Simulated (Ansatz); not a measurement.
# SiH3Cl + HBr: a complex and its separated parts

The complex below is one end of an elementary step. How strongly is it bound against its free parts?

Method: PBE0-D4/def2-TZVP structures, single points in def2-TZVPP, no counterpoise correction; program: Ansatz 0.2.0, Gaussian basis.

Levels: SPW92, PBE-D4, BLYP-D4, r2SCAN-D4, B97M-V, PBE0-D4, B3LYP-D4, r2SCAN0-D4, BHLYP-D4, CAM-B3LYP-D4, wB97X-V, wB97M-V, B2PLYP, PBE-QIDH, RPA on PBE, Hartree-Fock, MP2, CCSD, CCSD(T).

Cores are frozen in the correlated methods. Filled d shells of the heavier atoms are correlated. B3LYP uses VWN-RPA correlation. B2PLYP carries no dispersion term here.

94 further runs of the same task are left out: 94 set aside as unsound or not needed.

### 1 The starting structure

The complex: 7 atoms, charge 0, spin multiplicity 1.

Atoms are counted from 1 here; the program's logs count them from 0.

Bond lengths: Si1–Cl2 2.067 Å, Si1–H3 1.480 Å, Si1–H4 1.479 Å, Si1–H5 1.479 Å, H6–Br7 1.427 Å. Angles: Cl2–Si1–H3 107.4°, Cl2–Si1–H4 108.0°, Cl2–Si1–H5 108.0°, H3–Si1–H4 111.0°, H3–Si1–H5 111.1°, H4–Si1–H5 111.2°.

Geometry (Å):

```mol
BrClH4Si
  3D, bonds by distance, orders not assigned

  7  5  0  0  0  0  0  0  0  0999 V2000
   -0.5440   -0.9330    0.1223 Si  0  0
    1.5114   -0.8173   -0.0667 Cl  0  0
   -0.8955   -2.3632    0.2671 H   0  0
   -1.1478   -0.3588   -1.0994 H   0  0
   -0.9362   -0.1654    1.3239 H   0  0
    1.3434    1.6903   -0.2521 H   0  0
    0.6687    2.9473   -0.2949 Br  0  0
  1  2  8  0
  1  3  8  0
  1  4  8  0
  1  5  8  0
  6  7  8  0
M  END
```

Its parts: SiH3Cl holds atoms 1, 2, 3, 4, 5; HBr holds atoms 6, 7. Each part counts its atoms afresh in its own runs.

### 2 Relaxing SiH3Cl alone

relax-a/in.yaml reads:

```yaml
crystal:
  periodic: [false, false, false]
  atoms:
    - {symbol: Si, position_ang: [-0.544030, -0.933006, 0.122311]}
    - {symbol: Cl, position_ang: [1.511404, -0.817282, -0.066747]}
    - {symbol: H, position_ang: [-0.895516, -2.363219, 0.267076]}
    - {symbol: H, position_ang: [-1.147768, -0.358810, -1.099435]}
    - {symbol: H, position_ang: [-0.936210, -0.165354, 1.323906]}
basis:
  gaussian: {orbitals: def2-TZVP}
hamiltonian: {xc: pbe0, dispersion: d4}
relax: {f_tol: 0.005, max_steps: 200}
```

On the command line:

```bash
$ ansatz run in.yaml --threads 4 --pin off --events-out ev --progress --plain --max-ram 9574MiB
```

After this run come: Relaxing HBr alone; SPW92/def2-TZVPP; PBE-D4/def2-TZVPP; BLYP-D4/def2-TZVPP; r2SCAN-D4/def2-TZVPP; B97M-V/def2-TZVPP; PBE0-D4/def2-TZVPP; B3LYP-D4/def2-TZVPP; r2SCAN0-D4/def2-TZVPP; BHLYP-D4/def2-TZVPP; CAM-B3LYP-D4/def2-TZVPP; wB97X-V/def2-TZVPP; wB97M-V/def2-TZVPP; B2PLYP/def2-TZVPP; PBE-QIDH/def2-TZVPP; RPA on PBE/def2-TZVPP; CCSD(T)/def2-TZVPP; Vibrations of SiH3Cl; Vibrations of HBr.

What does the calculation give? Wanted: complex less parts, CCSD(T)/def2-TZVPP; with zero-point energy; largest T1 diagnostic.

**Answer**, as computed:

```
                              quantity      value
complex less parts, CCSD(T)/def2-TZVPP  -0.087 eV
                with zero-point energy  -0.055 eV
                 largest T1 diagnostic      0.009
```

What this shows: At CCSD(T) the complex lies 0.087 eV below its parts. PBE-QIDH is the best functional here (+0.006 eV from CCSD(T)); SPW92 is the worst (-0.111 eV). By rung, the mean size of the error is: LDA 0.111, GGA 0.045, meta-GGA 0.016, hybrid 0.028, range-separated hybrid 0.018, double hybrid 0.016 eV. PBE-D4 gives a relative energy 0.050 eV too low, an error of 58 % of the reference. No counterpoise was applied, and triple zeta lacks some correlation, so the CCSD(T) reference has a basis error of its own, and close matches with it are partly luck.
